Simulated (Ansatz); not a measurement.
# Ir2Rh: the cost of one run

Computed with Ansatz 0.2.0 (DFT r2SCAN, scalar-relativistic, plane waves, PAW).

### 1 Starting point

Symmetry: P6_3/mmc, No. 194, hexagonal system. The conventional cell has a = 2.740 Å, b = 2.740 Å, c = 13.288 Å, α = 90.00°, β = 90.00°, γ = 120.00°. Around Ir (site symmetry 3m) lie 9 Ir at 2.71 to 2.74 Å and 3 Rh at 2.73 Å. Rh (site symmetry -6m2) is surrounded by 6 Ir at 2.73 Å and 6 Rh at 2.74 Å.

Coordinates:

```cif
data_structure
_symmetry_space_group_name_H-M 'P 1'
_symmetry_Int_Tables_number 1
_cell_length_a 2.7398
_cell_length_b 2.7398
_cell_length_c 13.2879
_cell_angle_alpha 90.000
_cell_angle_beta 90.000
_cell_angle_gamma 120.000
_cell_volume 86.38
loop_
_atom_site_label
_atom_site_type_symbol
_atom_site_fract_x
_atom_site_fract_y
_atom_site_fract_z
_atom_site_occupancy
Ir1 Ir 0.33333 0.66667 0.08291 1
Ir2 Ir 0.33333 0.66667 0.41709 1
Ir3 Ir 0.66667 0.33333 0.58291 1
Ir4 Ir 0.66667 0.33333 0.91709 1
Rh1 Rh 0.33333 0.66667 0.75000 1
Rh2 Rh 0.66667 0.33333 0.25000 1
```

The cell was relaxed beforehand at this level, from a generated guess; it is a trial structure. At a tolerance of 0.05 Å it has space group P6_3/mmc (No. 194); it has 14.40 Å³/atom, an uncorrected energy of +0.04 eV/atom over the elements and, on its mesh, gap none (metal).

### 2 The same geometry with r2SCAN

Contents of input.yaml:

```yaml
crystal:
  lattice:
    - [2.7398386905, 2.89e-08, 0.0]
    - [-1.3699193702, 2.3727698938, 0.0]
    - [0.0, 0.0, 13.2879006]
  atoms:
    - { symbol: Ir, position: [0.3333333333, 0.6666666667, 0.08291] }
    - { symbol: Ir, position: [0.3333333333, 0.6666666667, 0.41709] }
    - { symbol: Ir, position: [0.6666666667, 0.3333333333, 0.58291] }
    - { symbol: Ir, position: [0.6666666667, 0.3333333333, 0.91709] }
    - { symbol: Rh, position: [0.3333333333, 0.6666666667, 0.75] }
    - { symbol: Rh, position: [0.6666666667, 0.3333333333, 0.25] }
basis:
  ecutwfc: 500
kpoints:
  mp_grid: { grid: [18, 18, 4] }
  band_path:
    path:
      - [[0.0, 0.0, 0.0], [0.5, 0.0, 0.0], [0.33333333, 0.33333333, 0.0], [0.0, 0.0, 0.0], [0.0, 0.0, 0.5], [0.5, 0.0, 0.5], [0.33333333, 0.33333333, 0.5], [0.0, 0.0, 0.5]]
      - [[0.5, 0.0, 0.5], [0.5, 0.0, 0.0]]
      - [[0.33333333, 0.33333333, 0.5], [0.33333333, 0.33333333, 0.0]]
    npoints: 14
hamiltonian:
  xc: r2scan
scf:
  occupations: { method: gaussian, width: 0.1 }
  n_extra_bands: 15
output:
  forces: true
  stress: true
  eigenvalues: true
  populations: true
  dos: { projected: true, de: 0.02, nscf_kmesh: { grid: [22, 22, 5] } }
  bader: true
  write_density: true
  write_potential: true
  elf: true
  volumetric_format: npy
```

Launch:

```bash
$ ansatz run input.yaml --threads 4 --pin off --max-ram 8192MiB --backend cpu --events-out ev --progress --plain --runs-dir out
```

Q: Estimate wall time and peak memory on 4 threads of Arm Neoverse V2, shared host.

About 57 s, with a peak of 1.1 GiB.
